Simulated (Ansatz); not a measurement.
# C₅H₂F₆O₃Sn: small, medium and large basis sets

An exercise on one series of results from a longer session: the logs are not shown, and one member is left open.

The runs use Ansatz 0.2.0, Gaussian basis; one geometry, several basis sets.

Plan: PBE0-D4/def2-SVP; ωB97M-V/def2-SVP; PBE0-D4/def2-QZVPP; ωB97M-V/def2-QZVPP; the functionals' def2-TZVPP values are taken from earlier runs.

## The geometry

An earlier PBE0-D4 in a triple-zeta def2 set relaxation fixed the geometry. Sn takes the def2 core potential; no spin-orbit term is included.

SMILES `[OH][Sn-]1[O]C(C(F)(F)F)=CC(C(F)(F)F)=[O+]1`, 17 atoms, charge 0, spin multiplicity 1.

Atoms are counted from 1 here; the program's logs count them from 0.

Bond lengths: O1–Sn2 1.981 Å, O1–H16 0.959 Å, Sn2–O3 2.188 Å, Sn2–O15 2.188 Å, O3–C4 1.254 Å, C4–C5 1.538 Å, C4–C9 1.389 Å, C5–F6 1.329 Å, C5–F7 1.333 Å, C5–F8 1.332 Å, C9–C10 1.389 Å, C9–H17 1.077 Å, C10–C11 1.538 Å, C10–O15 1.254 Å, C11–F12 1.333 Å, C11–F13 1.329 Å, C11–F14 1.332 Å. Angles: Sn2–O1–H16 116.6°, O1–Sn2–O3 87.5°, O1–Sn2–O15 87.4°, O3–Sn2–O15 81.0°, Sn2–O3–C4 127.3°, O3–C4–C5 113.0°, O3–C4–C9 128.4°, C5–C4–C9 118.6°, C4–C5–F6 110.1°, C4–C5–F7 109.6°, C4–C5–F8 112.6°, F6–C5–F7 108.3°, F6–C5–F8 108.1°, F7–C5–F8 108.0°, C4–C9–C10 122.0°, C4–C9–H17 118.9°, C10–C9–H17 118.9°, C9–C10–C11 118.6° and more.

Coordinates:

```xyz
17
charge 0, multiplicity 1
O    -1.54146   -1.23202    2.18705
Sn   -1.72341   -2.21604    0.47743
O    -1.83251   -0.27069   -0.51792
C    -0.93279    0.60080   -0.58263
C    -1.45558    1.97029   -1.04905
F    -2.42874    2.38542   -0.24462
F    -1.94825    1.86517   -2.28292
F    -0.50438    2.90320   -1.06394
C     0.42502    0.45918   -0.32415
C     0.98948   -0.76813    0.00082
C     2.51721   -0.85890    0.15637
F     3.01532   -1.66760   -0.77860
F     2.82579   -1.35874    1.34857
F     3.11510    0.32579    0.03667
O     0.41423   -1.87069    0.16401
H    -2.02126   -1.58530    2.93891
H     1.06743    1.31785   -0.42600
```

Set-up of the first run:

The input, in.yaml:

```yaml
crystal:
  periodic: [false, false, false]
  atoms:
    - {symbol: O, position_ang: [-1.541462, -1.232019, 2.187055]}
    - {symbol: Sn, position_ang: [-1.723412, -2.216038, 0.477429]}
    - {symbol: O, position_ang: [-1.832510, -0.270689, -0.517921]}
    - {symbol: C, position_ang: [-0.932787, 0.600797, -0.582634]}
    - {symbol: C, position_ang: [-1.455575, 1.970291, -1.049054]}
    - {symbol: F, position_ang: [-2.428735, 2.385424, -0.244621]}
    - {symbol: F, position_ang: [-1.948247, 1.865171, -2.282915]}
    - {symbol: F, position_ang: [-0.504381, 2.903203, -1.063937]}
    - {symbol: C, position_ang: [0.425019, 0.459183, -0.324148]}
    - {symbol: C, position_ang: [0.989479, -0.768131, 0.000823]}
    - {symbol: C, position_ang: [2.517205, -0.858903, 0.156368]}
    - {symbol: F, position_ang: [3.015318, -1.667601, -0.778597]}
    - {symbol: F, position_ang: [2.825788, -1.358741, 1.348570]}
    - {symbol: F, position_ang: [3.115100, 0.325793, 0.036665]}
    - {symbol: O, position_ang: [0.414232, -1.870687, 0.164011]}
    - {symbol: H, position_ang: [-2.021263, -1.585303, 2.938905]}
    - {symbol: H, position_ang: [1.067432, 1.317850, -0.425997]}
basis:
  gaussian: {orbitals: def2-SVP}
hamiltonian: {xc: pbe0, dispersion: d4}
output: {orbitals: {seedname: orbitals}}
```

On the command line:

```console
ansatz run in.yaml --threads 11 --pin off --events-out ev --progress --plain --max-ram 120832MiB --backend cpu
```

Steps of the session up to this table: PBE0-D4 in def2-SVP; ωB97M-V in def2-SVP; PBE0-D4 in def2-QZVPP; ωB97M-V in def2-QZVPP.

One table of the session follows, with a row left open; its other results are not shown here.

It belongs to the step «Functionals by basis». 

```
functional       basis  HOMO (eV)  LUMO (eV)
   PBE0-D4    def2-SVP          ?          ?
   PBE0-D4  def2-TZVPP      -7.69      -2.92
   PBE0-D4  def2-QZVPP      -7.73      -2.97
   ωB97M-V    def2-SVP      -9.64      -0.61
   ωB97M-V  def2-TZVPP      -9.86      -0.81
   ωB97M-V  def2-QZVPP      -9.90      -0.87
```

Estimate the missing values for PBE0-D4, def2-SVP.

The run gave: HOMO (eV): -7.51; LUMO (eV): -2.76. In the column «HOMO (eV)» it is the highest.
